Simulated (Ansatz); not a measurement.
# H₆N₂OSi: one species, many methods

Aim: compute H₆N₂OSi with functionals from several rungs and with coupled cluster, and see how far each lands from CCSD(T) at the basis-set limit for the atomisation energy.

Program: Ansatz 0.2.0, Gaussian basis. Level of theory: functionals in def2-TZVPP, the program's frozen cores in correlated methods. These are calculated values, not measurements.

The runs, in order: LDA (SPW92), PBE-D4, revPBE-D4, BLYP-D4, r2SCAN-D4, B97M-V, PBE0-D4, B3LYP-D4, r2SCANh-D4, r2SCAN0-D4, HSE06-D4, BHLYP-D4, CAM-B3LYP-D4, LC-ωPBE, ωB97X-V, ωB97M-V, B2PLYP, PBE-QIDH; CCSD(T)/def2-SVP; CCSD(T)/def2-TZVPP; MP2/def2-QZVPP; extrapolation to the limit; RPA on PBE.

## (1) The relaxed structure

All runs share one geometry, relaxed beforehand with PBE0-D4 in a triple-zeta def2 set.

SMILES `N[SiH](N)O`, 10 atoms, charge 0, spin multiplicity 1.

Atoms are counted from 1 here; the program's logs count them from 0.

Bond lengths: N1–Si2 1.713 Å, N1–H5 1.007 Å, N1–H6 1.007 Å, Si2–N3 1.706 Å, Si2–O4 1.648 Å, Si2–H7 1.482 Å, N3–H8 1.007 Å, N3–H9 1.006 Å, O4–H10 0.959 Å. Angles: Si2–N1–H5 119.8°, Si2–N1–H6 119.6°, H5–N1–H6 111.3°, N1–Si2–N3 104.7°, N1–Si2–O4 106.6°, N1–Si2–H7 118.9°, N3–Si2–O4 119.3°, N3–Si2–H7 106.1°, O4–Si2–H7 102.2°, Si2–N3–H8 121.6°, Si2–N3–H9 120.9°, H8–N3–H9 111.9°, Si2–O4–H10 116.3°.

Geometry (Å):

```xyz
10

N    -0.7755    1.2155   -0.1378
Si    0.4923    0.0857    0.0871
N    -0.2486   -1.2498    0.8474
O     1.2067   -0.1183   -1.3842
H    -0.6207    2.0363   -0.7002
H    -1.4132    1.4053    0.6182
H     1.6427    0.4595    0.9440
H    -1.1235   -1.6250    0.5197
H     0.3023   -1.9429    1.3253
H     0.6208   -0.3174   -2.1166
```

## (2) LDA

This LDA is Slater exchange with PW92 correlation.

Input file in.yaml:

```yaml
crystal:
  periodic: [false, false, false]
  atoms:
    - {symbol: N, position_ang: [-0.775535, 1.215480, -0.137810]}
    - {symbol: Si, position_ang: [0.492311, 0.085704, 0.087115]}
    - {symbol: N, position_ang: [-0.248621, -1.249752, 0.847387]}
    - {symbol: O, position_ang: [1.206673, -0.118292, -1.384198]}
    - {symbol: H, position_ang: [-0.620723, 2.036293, -0.700217]}
    - {symbol: H, position_ang: [-1.413152, 1.405270, 0.618246]}
    - {symbol: H, position_ang: [1.642698, 0.459522, 0.943974]}
    - {symbol: H, position_ang: [-1.123508, -1.625046, 0.519727]}
    - {symbol: H, position_ang: [0.302266, -1.942947, 1.325325]}
    - {symbol: H, position_ang: [0.620792, -0.317431, -2.116650]}
basis:
  gaussian: {orbitals: def2-TZVPP}
hamiltonian: {xc: lda}
output: {orbitals: {seedname: orbitals}}
```

After this run come: PBE-D4 (GGA); revPBE-D4 (GGA); BLYP-D4 (GGA); r2SCAN-D4 (meta-GGA); B97M-V (meta-GGA); PBE0-D4 (hybrid); B3LYP-D4 (hybrid); r2SCANh-D4 (hybrid); r2SCAN0-D4 (hybrid); HSE06-D4 (hybrid); BHLYP-D4 (hybrid); CAM-B3LYP-D4 (range-separated); LC-ωPBE-D4 (range-separated); ωB97X-V (range-separated); ωB97M-V (range-separated); B2PLYP (double hybrid); PBE-QIDH (double hybrid); CCSD(T) in def2-SVP; CCSD(T) in def2-TZVPP; MP2 in def2-QZVPP; RPA on PBE orbitals.

**Question.** What will the summary of the whole plan be? Wanted: atomisation energy, CCSD(T)/CBS; farthest beyond LDA; mean size of error, GGA; mean size of error, meta-GGA; mean size of error, hybrid; mean size of error, range-separated; mean size of error, double hybrid; gap, smallest and largest; T1 diagnostic.

The runs gave:

| quantity | value |
| --- | --- |
| atomisation energy, CCSD(T)/CBS | 37.563 eV |
| functionals within 0.188 eV (0.5 %) | BLYP-D4, B3LYP-D4, CAM-B3LYP-D4, ωB97X-V, ωB97M-V |
| farthest beyond LDA | BHLYP-D4 (-1.320 eV) |
| mean size of error, GGA | 0.336 eV |
| mean size of error, meta-GGA | 0.319 eV |
| mean size of error, hybrid | 0.700 eV |
| mean size of error, range-separated | 0.166 eV |
| mean size of error, double hybrid | 0.671 eV |
| gap, smallest and largest | 5.85 eV (BLYP-D4), 13.30 eV (LC-ωPBE) |
| T1 diagnostic | 0.0102 |
| triples share of the correlation energy | 3.5 % |

What this shows: LDA overbinds by 5.149 eV (14 %). PBE-D4 misses by +0.259 eV. Double hybrids carry the basis error of their MP2 part in triple zeta, and no dispersion term here, so their miss is partly the set-up's. Taken by rung, range-separated functionals do best (0.166 eV on average) and hybrid ones worst beyond LDA (0.700 eV). The mean of the hybrids holds BHLYP, with half exact exchange. Misses under about 0.188 eV are within the doubt on the reference itself, which lacks core-valence correlation, relativity and higher excitations. Hartree-Fock recovers 68 % of the binding; the rest is correlation. CCSD(T) in def2-SVP is off by -3.584 eV, worse than the median functional, from the basis alone. The gap grows from 5.9 to 13.3 eV across the functionals, mostly with the share of exact exchange.
